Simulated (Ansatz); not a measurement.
# SbNH₄ (SMILES [NH2][SbH2]): single points off equilibrium

How do the functionals fare away from a minimum? The structure is a frame of a short trajectory.

Program: Ansatz 0.2.0, Gaussian basis. Level of theory: single points in def2-TZVPP. These are calculated values, not measurements.

Cores are frozen in the correlated methods. Filled d shells of the heavier atoms are correlated. Core potentials replace the inner electrons past krypton, and spin-orbit coupling is left out.

1 further run of the same task is left out (it didn't finish).

## (1) Starting geometry

SMILES `[NH2][SbH2]`, 6 atoms, charge 0, spin multiplicity 1.

Atoms are counted from 1 here; the program's logs count them from 0.

Bond lengths: N1–Sb2 2.051 Å, N1–H3 1.023 Å, N1–H4 1.014 Å, Sb2–H5 1.726 Å, Sb2–H6 1.732 Å. Angles: Sb2–N1–H3 110.6°, Sb2–N1–H4 104.2°, H3–N1–H4 107.0°, N1–Sb2–H5 91.5°, N1–Sb2–H6 89.9°, H5–Sb2–H6 87.5°.

As a file:

```
N    -0.2296   -0.9116    0.0198
Sb    0.7465    0.8918    0.0329
H     0.1715   -1.5337   -0.6870
H    -0.0185   -1.3161    0.9259
H    -0.1978    1.4655   -1.2930
H    -0.4705    1.5398    1.0816
```

## (2) PBE-D4/def2-TZVPP

Contents of run/in.yaml:

```yaml
crystal:
  periodic: [false, false, false]
  atoms:
    - {symbol: N, position_ang: [-0.229593, -0.911607, 0.019828]}
    - {symbol: Sb, position_ang: [0.746540, 0.891828, 0.032938]}
    - {symbol: H, position_ang: [0.171460, -1.533723, -0.687040]}
    - {symbol: H, position_ang: [-0.018528, -1.316094, 0.925927]}
    - {symbol: H, position_ang: [-0.197751, 1.465472, -1.293022]}
    - {symbol: H, position_ang: [-0.470546, 1.539838, 1.081590]}
basis:
  gaussian: {orbitals: def2-TZVPP}
hamiltonian: {xc: pbe, dispersion: d4}
output: {forces: true}
```

The run is started by

```bash
$ ansatz run in.yaml --threads 2 --pin off --events-out ev --progress --plain --max-ram 3481MiB
```

## (3) r2SCAN-D4/def2-TZVPP

run/in.yaml: that of step 2 with these lines changed.

```diff
@@ -11,3 +11,3 @@
   gaussian: {orbitals: def2-TZVPP}
-hamiltonian: {xc: pbe, dispersion: d4}
+hamiltonian: {xc: r2scan, dispersion: d4}
 output: {forces: true}
```

## (4) PBE0-D4/def2-TZVPP

run/in.yaml: that of step 3 with these lines changed.

```diff
@@ -11,3 +11,3 @@
   gaussian: {orbitals: def2-TZVPP}
-hamiltonian: {xc: r2scan, dispersion: d4}
-output: {forces: true}
+hamiltonian: {xc: pbe0, dispersion: d4}
+output: {forces: true, orbitals: {seedname: orbitals}}
```

## (5) wB97M-V/def2-TZVPP

run/in.yaml: that of step 4 with these lines changed.

```diff
@@ -11,3 +11,3 @@
   gaussian: {orbitals: def2-TZVPP}
-hamiltonian: {xc: pbe0, dispersion: d4}
-output: {forces: true, orbitals: {seedname: orbitals}}
+hamiltonian: {xc: {name: wB97M-V}}
+output: {forces: true}
```

## (6) CCSD(T)/def2-TZVPP

run/in.yaml: that of step 5 with these lines changed.

```diff
@@ -11,3 +11,3 @@
   gaussian: {orbitals: def2-TZVPP}
-hamiltonian: {xc: {name: wB97M-V}}
+correlation: {method: ccsd_t}
 output: {forces: true}
```

(Steps that only read results are left out.)

Q: Predict the outcome of this session. Wanted: energy less free atoms, CCSD(T)/def2-TZVPP; RMS force component; RMS force error; HOMO and LUMO, PBE0-D4; T1 diagnostic.

The runs gave:

| quantity | value |
| --- | --- |
| energy less free atoms, CCSD(T)/def2-TZVPP | -15.535 eV |
| RMS force component | 0.229 to 0.302 eV/Å over the methods |
| RMS force error | PBE-D4 0.268, r2SCAN-D4 0.104, PBE0-D4 0.083, wB97M-V 0.064 eV/Å |
| HOMO and LUMO, PBE0-D4 | -6.59 and -0.77 eV |
| T1 diagnostic | 0.014 |

What this shows: Against CCSD(T) the functionals' energies less atoms differ by -0.869 to -0.345 eV, PBE-D4 by -0.869 eV. The reference is not at the basis limit: in triple zeta CCSD(T) underbinds, which counts against methods that bind more; the gaps are no ranking. On forces the order runs from wB97M-V to PBE-D4. Frozen-core CCSD(T) forces in triple zeta carry basis errors of their own, and this is one geometry, so small gaps rank nothing.
